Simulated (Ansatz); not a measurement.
# CH6SiTe: ladder of methods at one geometry in Python

How do the methods compare on CH6SiTe, in result and in cost? Wanted for CH6SiTe: a ladder of methods at one geometry.

Computed with the Python package of Ansatz 0.2.0. The levels of theory stand in the script.

**1. Starting point**

Bond lengths: Si1–C2 1.804 Å, C2–Te3 2.140 Å, Si1–H4 1.429 Å, Si1–H5 1.485 Å, Si1–H6 1.519 Å, C2–H7 1.140 Å, C2–H8 1.095 Å, Te3–H9 1.766 Å. Angles: Si1–C2–Te3 109.6°, Si1–C2–H7 109.3°, Si1–C2–H8 109.8°, Te3–C2–H7 110.1°, Te3–C2–H8 111.0°, H7–C2–H8 107.0°, C2–Si1–H4 110.8°, C2–Si1–H5 112.7°, C2–Si1–H6 111.4°, H4–Si1–H5 107.2°, H4–Si1–H6 106.6°, H5–Si1–H6 107.7°, C2–Te3–H9 90.6°.

No structure file is read: the coordinates are typed or built in the script.

**2. The code**

Input file methods.py:

```python
"""CH6SiTe at several levels of theory."""

from pathlib import Path

import ansatz as az
from ase import Atoms
import numpy as np

BASIS_SET = "def2-SVP"


def main() -> None:
    atoms = Atoms(["Si", "C", "Te", "H", "H", "H", "H", "H", "H"], positions=[
        [-0.5272, 0.7554, -0.8748],
        [0.466, -0.4122, 0.0756],
        [-0.3532, -0.6163, 2.0425],
        [-1.8834, 0.3138, -0.9648],
        [-0.0294, 0.9345, -2.2627],
        [-0.559, 2.1232, -0.2145],
        [1.539, -0.0322, 0.1357],
        [0.496, -1.3779, -0.439],
        [0.9396, -1.7346, 2.4848],
    ])
    system = az.Crystal.molecule_from_ase(atoms)

    setup = system.calculation()
    setup = setup.basis(gaussian=BASIS_SET).accuracy("high")

    print("functional    E (Ha)        dipole (D)   HOMO (eV)  LUMO (eV)")
    for name in ["r2scan0", "lda", "r2scan", "b3lyp"]:
        data = setup.functional(name).forces().orbitals().run(threads=1, backend="cpu", runs_dir="runs").report
        lines = Path(data["orbitals_path"]).read_text().splitlines()
        field_of = lambda key: [line.split("=")[1].strip() for line in lines if line.startswith(key)]
        orbitals = [(27.211386 * float(e), s, float(n)) for e, s, n in zip(field_of("Ene="), field_of("Spin="), field_of("Occup="))]
        homo = max(e for e, _, n in orbitals if n > 0.5)
        lumo = min(e for e, _, n in orbitals if n < 0.5)
        dipole = 4.803205 * np.linalg.norm(data["charge_distribution"]["dipole_moment_e_ang"])
        print(f"{name:10s} {data['free_energy_ev'] / 27.211386246:14.6f} {dipole:9.3f} {homo:11.3f} {lumo:10.3f}")


if __name__ == "__main__":
    main()
```

**3. The calls as engine input**

The engine receives this input (first run):

```yaml
crystal:
  periodic: [false, false, false]
  atoms:
    - { symbol: Si, position_ang: [-0.5272, 0.7554, -0.8748] }
    - { symbol: C, position_ang: [0.466, -0.4122, 0.0756] }
    - { symbol: Te, position_ang: [-0.3532, -0.6163, 2.0425] }
    - { symbol: H, position_ang: [-1.8834, 0.3138, -0.9648] }
    - { symbol: H, position_ang: [-0.0294, 0.9345, -2.2627] }
    - { symbol: H, position_ang: [-0.559, 2.1232, -0.2145] }
    - { symbol: H, position_ang: [1.539, -0.0322, 0.1357] }
    - { symbol: H, position_ang: [0.496, -1.3779, -0.439] }
    - { symbol: H, position_ang: [0.9396, -1.7346, 2.4848] }
accuracy: high
basis:
  gaussian:
    orbitals: def2-SVP
hamiltonian:
  xc: r2scan0
output:
  orbitals: {}
  forces: true
```

**4. Launch**

Command:

```
python methods.py
```

The log of the run:

```text
functional    E (Ha)        dipole (D)   HOMO (eV)  LUMO (eV)
r2scan0       -599.087687     1.158      -6.366     -0.967
lda           -597.100078     1.190      -5.202     -2.003
r2scan        -599.121310     1.143      -5.385     -1.710
b3lyp         -599.185459     1.021      -5.935     -1.224
```

Run time: 24 s. Hardware: 1 thread of AMD EPYC 9R45 (Zen 5), shared host; peak memory 0.47 GiB.

**5. What changed from run to run**

The engine's inputs for the other runs:

Run 2, against run 1:

```diff
@@ -18 +18 @@
-  xc: r2scan0
+  xc: lda
```

Run 3, against run 1:

```diff
@@ -18 +18 @@
-  xc: r2scan0
+  xc: r2scan
```

Run 4, against run 1:

```diff
@@ -18 +18 @@
-  xc: r2scan0
+  xc: b3lyp
```

Lines on the test bed's own set-up are left out of the output.

**6. Run by run**

From the records of these 4 runs:

| run | functional | energy (eV) | SCF cycles | CPU time (s) |
| --- | --- | --- | --- | --- |
| 1 | r2scan0 | -16302.0064 | 22 | 8.6 |
| 2 | lda | -16247.9209 | 23 | 3.3 |
| 3 | r2scan | -16302.9214 | 23 | 7.1 |
| 4 | b3lyp | -16304.6670 | 22 | 5.2 |

Totals hang on method, basis and potentials, so only like runs compare.

The fields below are those of run 1.

**7. Pictures from the orbitals**

The fields below are evaluated on a grid from the run's orbitals.

Frontier orbitals at r2SCAN0/def2-SVP, with the share of their density that lies nearest to each atom:

| orbital | energy (eV) | lies on |
| --- | --- | --- |
| HOMO-1 | -9.10 | Te3 42 %; C2 20 %; H5 13 % |
| HOMO | -6.37 | Te3 82 %; H9 9 % |
| LUMO | -0.97 | Te3 49 %; H9 26 %; C2 9 % |

ELF in a plane through or near 5 of the atoms.

Ten even steps from ' ' (0.00) to '@' (1.00):
```
                                                        
                                                        
                                                        
                                    ::::..              
                                  --%%@@%%**..          
                      ..::::    ..##@@@@@@@@++          
          ::..      ..--++==::  ::%%@@@@@@@@%%          
      ..**%%##==    ::****++++====@@@@@@@@@@@@..        
      **@@@@@@@@--  --**==--%%##..++@@@@@@@@##..        
    ..%%@@@@@@@@**--++##..==@@--**==--@@%%**::          
    ..%%@@@@@@@@##--==%%####@@..++%%..==--::            
    ..##@@@@@@%%--------**++**..--::....                
      ::++##**==--++++----....::::----..                
          ::==----**##--==..  ..----::..                
          ..--==--++++--==..    ::::..                  
            ::==++==++**++..                            
            ..--**######==..                            
              ..--++++==::                              
                ..::::..                                
                                                        
```
The map spans 11.5 Å across and 7.7 Å up, centred on the molecule. Atoms in the plane (x, y in Å): Si1 (1.3, -0.2), C2 (-0.4, 0.4), Te3 (-1.8, -1.2), H5 (2.3, 0.9), H9 (-3.2, -0.1).

log10 of the density (e/Å³) in the same plane.

Values, 10 rows by 14 columns:
```
-4.0 -4.0 -4.0 -4.0 -4.0 -4.0 -4.0 -4.0 -4.0 -4.0 -4.0 -4.0 -4.0 -4.0
-4.0 -4.0 -4.0 -4.0 -4.0 -3.6 -3.2 -3.4 -3.5 -3.2 -3.4 -4.0 -4.0 -4.0
-4.0 -4.0 -4.0 -3.6 -3.2 -2.2 -1.7 -2.0 -2.2 -1.8 -2.0 -2.8 -4.0 -4.0
-4.0 -3.8 -2.8 -2.4 -2.3 -1.3 -0.5 -0.9 -1.2 -0.5 -1.0 -2.1 -3.5 -4.0
-4.0 -2.9 -1.6 -0.9 -1.1 -0.7  0.9  0.0 -0.3  0.0 -0.7 -1.9 -3.3 -4.0
-4.0 -2.6 -1.1  0.1 -0.3 -0.3  0.0  0.0  1.9 -0.3 -1.2 -2.2 -3.5 -4.0
-4.0 -2.8 -1.6 -0.5  0.6  1.3 -0.4 -1.0 -0.5 -0.7 -1.7 -2.7 -3.9 -4.0
-4.0 -3.3 -2.1 -1.0  0.1  0.9 -0.6 -1.6 -1.3 -1.4 -2.2 -3.1 -4.0 -4.0
-4.0 -4.0 -2.8 -1.8 -1.0 -0.8 -1.4 -2.3 -2.4 -2.5 -3.1 -3.9 -4.0 -4.0
-4.0 -4.0 -3.5 -2.6 -2.1 -1.9 -2.3 -3.0 -3.4 -3.6 -4.0 -4.0 -4.0 -4.0
```
The map spans 11.5 Å across and 7.7 Å up, centred on the molecule. Atoms in the plane (x, y in Å): Si1 (1.3, -0.2), C2 (-0.4, 0.4), Te3 (-1.8, -1.2), H5 (2.3, 0.9), H9 (-3.2, -0.1).

**8. Outcome**

```
                                          quantity    value
                                     runs compared        4
HOMO-LUMO gap of the mean field (r2SCAN0/def2-SVP)  5.40 eV
```

**Reading.** All 4 runs converged (22 to 23 cycles). Notes:
- The geometry is a force-field or estimated start, not a minimum of this method, and the basis set is short of its limit. A lower total doesn't mark the better method: functionals have no common bound, and MP2 and coupled cluster aren't variational.
- def2 sets replace the cores of elements past krypton by effective core potentials.
- b3lyp holds the VWN-RPA fit, as in Gaussian; the form of ORCA and Turbomole is b3lyp5.
- Levels such as HOMO and LUMO are orbital energies: with these approximate functionals they aren't the ionisation energy and electron affinity, and their gap isn't the fundamental gap.
